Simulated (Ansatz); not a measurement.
# K2C: the cost of one run

Program: Ansatz 0.2.0. Level of theory: DFT PBE, scalar-relativistic, plane waves, PAW. These are calculated values, not measurements.

### 1 Starting point

Symmetry: P4mm, No. 99, tetragonal system. Conventional cell: a = 6.381 Å, b = 6.381 Å, c = 3.851 Å, α = 90.00°, β = 90.00°, γ = 90.00°. K (site symmetry m) is surrounded by 2 C at 2.42 Å. C (site symmetry 2mm) is surrounded by 4 K at 2.42 Å.

Coordinates:

```
K C
1.0
     6.38102    0.00000    0.00000
     0.00000    6.38102    0.00000
     0.00000    0.00000    3.85056
K C
4 2
Direct
  0.22012 0.22012 0.60175
  0.77988 0.77988 0.60175
  0.77988 0.22012 0.60175
  0.22012 0.77988 0.60175
  0.50000 0.00000 0.82091
  0.00000 0.50000 0.82091
```

Recipe of the guess: random cell by space group and Wyckoff sites (P4mm, No. 99). The dimensions are guesses.

### 2 Probe: one point on a coarse mesh

Contents of input.yaml:

```yaml
crystal:
  lattice:
    - [6.38102404, 0.0, 0.0]
    - [0.0, 6.38102404, 0.0]
    - [0.0, 0.0, 3.8505645]
  atoms:
    - { symbol: K, position: [0.22012213, 0.22012213, 0.60174876] }
    - { symbol: K, position: [0.77987787, 0.77987787, 0.60174876] }
    - { symbol: K, position: [0.77987787, 0.22012213, 0.60174876] }
    - { symbol: K, position: [0.22012213, 0.77987787, 0.60174876] }
    - { symbol: C, position: [0.5, 0.0, 0.8209093] }
    - { symbol: C, position: [0.0, 0.5, 0.8209093] }
basis:
  ecutwfc: 420
kpoints:
  mp_grid: { grid: [4, 4, 4] }
hamiltonian:
  xc: pbe
scf:
  occupations: { method: gaussian, width: 0.1 }
  lower_state_search: "off"
output:
  forces: true
  stress: true
  eigenvalues: true
```

Run with:

```console
$ ansatz run input.yaml --threads 1 --pin off --max-ram 2560MiB --backend cpu --events-out ev --progress --plain --runs-dir out
```

Q: Estimate wall time and peak memory on 1 thread of Intel Xeon at 2.50GHz (Skylake/Cascade Lake), shared host.

About 14 s, with a peak of 0.37 GiB.
